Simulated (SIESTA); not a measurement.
Crystal: InGa2N3.

```
In Ga N
1.0
     5.00434   -2.88652    0.00000
     5.00434    2.88652    0.00000
     0.00000    0.00000    5.39030
In Ga N
2 4 6
Direct
  0.67473 0.32527 0.98970
  0.32527 0.67473 0.48970
  0.33385 0.00709 0.99257
  0.99291 0.66615 0.99257
  0.66615 0.99291 0.49257
  0.00709 0.33385 0.49257
  0.69256 0.30745 0.39539
  0.30745 0.69256 0.89539
  0.33368 0.02683 0.35888
  0.97318 0.66632 0.35888
  0.66632 0.97318 0.85888
  0.02683 0.33368 0.85888
```

The cell comes from a database or a generator and needn't be the stable form of this composition.

- Program: SIESTA 5.4.2
- Task: single point
- Functional: PBE
- Potentials or basis: PseudoDojo 0.4 standard (PBE files)
- Basis: DZP (energy shift 0.003 Ry; two zetas on semicore shells)
- Grid cutoff: 800 Ry
- Energy shift: 0.003 Ry
- k mesh: 6 × 6 × 5
- Occupations: fermi-dirac, width 0.05 eV
- Spin: no spin polarisation

On this cell: pressure 3.2 GPa; largest force 0.020 eV/Å; band gap on the k mesh 0.96 eV, direct.

The same run follows on a disturbed copy (atoms moved at random, drawn with an rms of 0.05 Å):

```
In Ga N
1.0
     5.00434   -2.88652    0.00000
     5.00434    2.88652    0.00000
     0.00000    0.00000    5.39030
In Ga N
2 4 6
Direct
  0.67810 0.32516 0.99530
  0.32099 0.68386 0.48663
  0.31885 0.01712 0.99294
  0.99911 0.65692 0.98470
  0.68033 0.98458 0.49042
  0.99545 0.33842 0.49323
  0.70068 0.30106 0.39588
  0.30769 0.69105 0.89736
  0.32783 0.02833 0.36049
  0.97283 0.66502 0.35646
  0.66193 0.97392 0.85339
  0.01166 0.34162 0.85678
```

Problem. What changes?

Solution. The energy moves by +21.0 meV/atom; pressure 3.8 GPa; largest force 1.344 eV/Å; band gap on the k mesh 0.93 eV, direct.

Forces on the atoms (eV/Å):
```
In  -0.944  0.333 -0.271
In  -0.437 -0.765  0.232
Ga   0.332 -0.796 -0.122
Ga   0.302  1.101  0.454
Ga  -0.609  1.194  0.089
Ga   0.839 -0.695 -0.052
N   -0.582  0.906 -0.071
N    0.096  0.065 -0.211
N    0.775  0.030 -0.151
N   -0.033 -0.540 -0.308
N    0.058 -0.050  0.551
N    0.201 -0.782 -0.143
```

Stress tensor (GPa, compression positive):
```
 5.31  0.02 -0.41
 0.02  2.62  0.26
-0.41  0.26  3.57
```

Caveats: spin-orbit coupling is left out, which moves the levels of the heavy elements; the basis of atomic orbitals isn't converged, which shifts pressures, moduli and gaps.

